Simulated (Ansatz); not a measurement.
two structures of I, a comparison of enthalpies under pressure

Program: Ansatz 0.2.0, Python API.

Notebook, run cell by cell (the value of a cell's last expression is shown):

```python
import warnings

import ansatz as az
import numpy as np

CUTOFF_EV = 530
KSPACING = 0.26
SMEARING = 'fermi_dirac'
SIGMA = 0.05
```

```python
def hcp(a_site, a):
    return (
        az.Lattice.from_parameters(a, a, 1.633 * a, alpha=90, beta=90, gamma=120)
        .space_group(194)
        .atom(a_site, [1 / 3, 2 / 3, 0.25])
    )
```

```python
def bcc(a_site, a):
    return (
        az.Lattice.bcc(a)
        .space_group(229)
        .atom(a_site, [0, 0, 0])
        .primitive()
    )
```

```python
def solve(name, crystal, pressure=0.0):
    calc = (
        crystal.calculation()
        .basis(CUTOFF_EV)
        .functional(az.Functional.PBESOL)
        .kpoints(spacing=KSPACING)
        .occupations(SMEARING, width=SIGMA)
    )
    calc = calc.relax(force_tolerance=0.01, max_steps=60, cell=True, pressure=pressure)
    return calc.run()
```

```python
def volume_per_atom(outcome):
    return abs(np.linalg.det(outcome.lattice.cell_ang)) / len(outcome.lattice.sites)
```

```python
warnings.simplefilter('ignore', az.DeckWarning)
```

```python
phases = {}
phases['hcp'] = hcp('I', 3.59)
phases['bcc'] = bcc('I', 4.03)
```

```python
# enthalpy per atom at each pressure
pressures = [0, 10, 20, 30]
enthalpy, volume = {name: [] for name in phases}, {name: [] for name in phases}
for p in pressures:
    for name, crystal in phases.items():
        o = solve(name, crystal, pressure=p)
        volume[name].append(volume_per_atom(o))
        enthalpy[name].append(o.report['energy_sigma0_ev'] / len(o.lattice.sites) + p * volume[name][-1] / 160.21766)
gap = np.array(enthalpy['bcc']) - np.array(enthalpy['hcp'])
rows = [(p, va, vb, 1000 * d) for p, va, vb, d in zip(pressures, volume['hcp'], volume['bcc'], gap)]
print('   P (GPa)  V hcp (A^3/atom)  V bcc (A^3/atom)  H(bcc) - H(hcp) (meV/atom)')
for row in rows:
    print(f'{row[0]:10d}  {row[1]:16.3f}  {row[2]:16.3f}  {row[3]:+26.1f}')
crossings = [p0 - g0 * (p1 - p0) / (g1 - g0) for p0, p1, g0, g1 in zip(pressures, pressures[1:], gap, gap[1:]) if g0 * g1 < 0]
print('crossing near', [round(float(p), 1) for p in crossings], 'GPa') if crossings else print('no crossing in this range')
```

       P (GPa)  V hcp (A^3/atom)  V bcc (A^3/atom)  H(bcc) - H(hcp) (meV/atom)
             0            37.078            32.950                      +180.1
            10            27.801            27.270                       +97.3
            20            24.769            24.588                       +73.8
            30            22.493            22.838                       +83.2
    no crossing in this range

Notes:
- These settings explore the input space; cutoff and mesh may be short of convergence.
- At a fixed pressure a relaxation lowers the enthalpy F + PV, while F alone can rise.
- For the metals among these phases the mesh is modest: differences between phases can be off by up to 40 meV an atom.
- Only these two structures are compared, at zero temperature and with their symmetry kept; either may be hypothetical, and another phase may be lower than both. Differences under about 40 meV an atom lie within the error of mesh and functional.
- The cells are prototypes set up for this calculation and needn't exist.
- It ran for 2.4 min on 1 thread of Arm Neoverse V1, on a shared host, peak memory 0.45 GiB.

(Lines on the test bed's own set-up are left out of the output.)
